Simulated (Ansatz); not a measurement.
# Isostructural MoRu, MoRh, MoPd, MoPt: table of trends in Python

A script is to give a table of trends; the system is isostructural MoRu, MoRh, MoPd, MoPt.

Program: Ansatz 0.2.0 through its Python package. Level of theory: DFT LDA, plane waves, PAW. These are calculated values, not measurements.

### Step 1. The structure

MoRu P-6m2: The structure is hexagonal, space group P-6m2 (No. 187). The conventional cell has a = 2.777 Å, b = 2.777 Å, c = 4.464 Å, α = 90.00°, β = 90.00°, γ = 120.00°. Mo (site symmetry -6m2) is surrounded by 6 Ru at 2.75 Å and 6 Mo at 2.78 Å. Around Ru (site symmetry -6m2) lie 6 Mo at 2.75 Å and 6 Ru at 2.78 Å.

MoRh P-6m2: The structure is hexagonal, space group P-6m2 (No. 187). The conventional cell has a = 2.795 Å, b = 2.795 Å, c = 4.437 Å, α = 90.00°, β = 90.00°, γ = 120.00°. Mo (site symmetry -6m2) has 6 Rh at 2.74 Å and 6 Mo at 2.80 Å as nearest neighbours. Around Rh (site symmetry -6m2) lie 6 Mo at 2.74 Å and 6 Rh at 2.80 Å.

MoPd P-6m2: It takes space group P-6m2 (No. 187, hexagonal). The conventional cell has a = 2.794 Å, b = 2.794 Å, c = 4.566 Å, α = 90.00°, β = 90.00°, γ = 120.00°. Mo (site symmetry -6m2) is surrounded by 6 Mo at 2.79 Å and 6 Pd at 2.80 Å. Around Pd (site symmetry -6m2) lie 6 Pd at 2.79 Å and 6 Mo at 2.80 Å.

MoPt P-6m2: It takes space group P-6m2 (No. 187, hexagonal). Conventional cell: a = 2.821 Å, b = 2.821 Å, c = 4.527 Å, α = 90.00°, β = 90.00°, γ = 120.00°. Mo (site symmetry -6m2) has 6 Pt at 2.79 Å and 6 Mo at 2.82 Å as nearest neighbours. Around Pt (site symmetry -6m2) lie 6 Mo at 2.79 Å and 6 Pt at 2.82 Å.

The script holds or builds the structure itself.

### Step 2. Script

Input file trend.py:

```python
# -*- coding: utf-8 -*-
"""Trends along isostructural compounds in space group P-6m2, after relaxing atoms and volume at fixed cell shape."""

import ansatz as az
import numpy as np


def ground_state(name, crystal):
    calc = (
        crystal.calculation()
        .functional("lda")
        .basis(21 * az.Ha)
        .kpoints(spacing=0.33)
        .occupations("fermi_dirac", width=0.1)
        .stress()
        .band_table()
    )
    calc = calc.relax(force_tolerance=0.03, max_steps=40, fix_cell=["shape"])
    return calc.run()


def volume_per_atom(outcome):
    return abs(np.linalg.det(outcome.lattice.cell_ang)) / len(outcome.lattice.sites)

phases = {}
moru = (
    az.Lattice.from_parameters(2.777415, 2.777415, 4.463707, alpha=90, beta=90, gamma=120)
    .space_group(187)
    .atom("Mo", (2 / 3, 1 / 3, 0.0))
    .atom("Ru", (1 / 3, 2 / 3, 0.5))
)
phases["MoRu"] = moru
morh = (
    az.Lattice.of((2.795433, 0.0, 0.0), (-1.397716, 2.420916, 0.0), (0.0, 0.0, 4.437367))
    .atom("Mo", (0.0, 0.0, 0.5))
    .atom("Rh", (1 / 3, 2 / 3, 0.0))
)
phases["MoRh"] = morh
mopd = (
    az.Lattice.from_parameters(2.793896, 2.793896, 4.566371, alpha=90.0, beta=90.0, gamma=120.0)
    .atom("Mo", (2 / 3, 1 / 3, 0.5))
    .atom("Pd", (1 / 3, 2 / 3, 0.0))
)
phases["MoPd"] = mopd
mopt = (
    az.Lattice.from_parameters(2.821475, 2.821475, 4.527088, alpha=90.0, beta=90.0, gamma=120.0)
    .atom("Mo", (2 / 3, 1 / 3, 0.0))
    .atom("Pt", (1 / 3, 2 / 3, 0.5))
)
phases["MoPt"] = mopt

done = {}
for name, crystal in phases.items():
    try:
        done[name] = ground_state(name, crystal)
    except az.NonConvergedError as error:
        print(name, "did not converge:", str(error)[:120])

rows = [(name, volume_per_atom(o)) for name, o in done.items()]
print("  compound  V (A^3/atom)")
for row in rows:
    print(f"{str(row[0]):>10}  {row[1]:12.3f}")
```

### Step 3. The input behind the calls

The package turns the script's settings into the engine's input (first run):

```yaml
crystal:
  lattice:
    a: 2.777415
    b: 2.777415
    c: 4.463707
    alpha: 90.0
    beta: 90.0
    gamma: 120.0
  space_group: 187
  atoms:
    - { symbol: Mo, position: [0.6666666666666666, 0.3333333333333333, 0.0] }
    - { symbol: Ru, position: [0.3333333333333333, 0.6666666666666666, 0.5] }
basis:
  ecutwfc: 571.4391111657479
kpoints:
  mp_grid:
    kspacing: 0.33
hamiltonian:
  xc: lda
scf:
  occupations:
    method: fermi_dirac
    width: 0.1
relax:
  f_tol: 0.03
  max_steps: 40
  cell:
    fix: [shape]
output:
  stress: true
  eigenvalues: true
```

### Step 4. Launch

The run is started by

```
python trend.py
```

Q: Predict the main results. Wanted: MoRu; MoRh; MoPd; MoPt.

The runs gave:

```
                                 quantity                 value
                            runs compared                     4
MoRu (run 1): relaxed volume, space group  14.04 Å³/atom, P-6m2
MoRh (run 2): relaxed volume, space group  14.05 Å³/atom, P-6m2
MoPd (run 3): relaxed volume, space group  14.45 Å³/atom, P-6m2
MoPt (run 4): relaxed volume, space group  14.73 Å³/atom, P-6m2
```

**Reading.** By relaxed volume an atom the order is MoRu (run 1) < MoRh (run 2) < MoPd (run 3) < MoPt (run 4). In run 2, the volume shrank by 6.4 % over 3 moves, and the space group stayed P-6m2. In run 3, over 3 moves the cell shrank by 6.4 % in volume, and the space group stayed P-6m2. The run is spin-unpolarised. For the metals among these cells the mesh is coarse, so their volumes and pressures are rough. Atoms and volume are relaxed with the cell's shape held, which in cells of lower than cubic symmetry can hide stresses and shift volumes. Spin-orbit coupling, which matters for elements this heavy, is left out. Some members of the series are computed structures and not known phases.
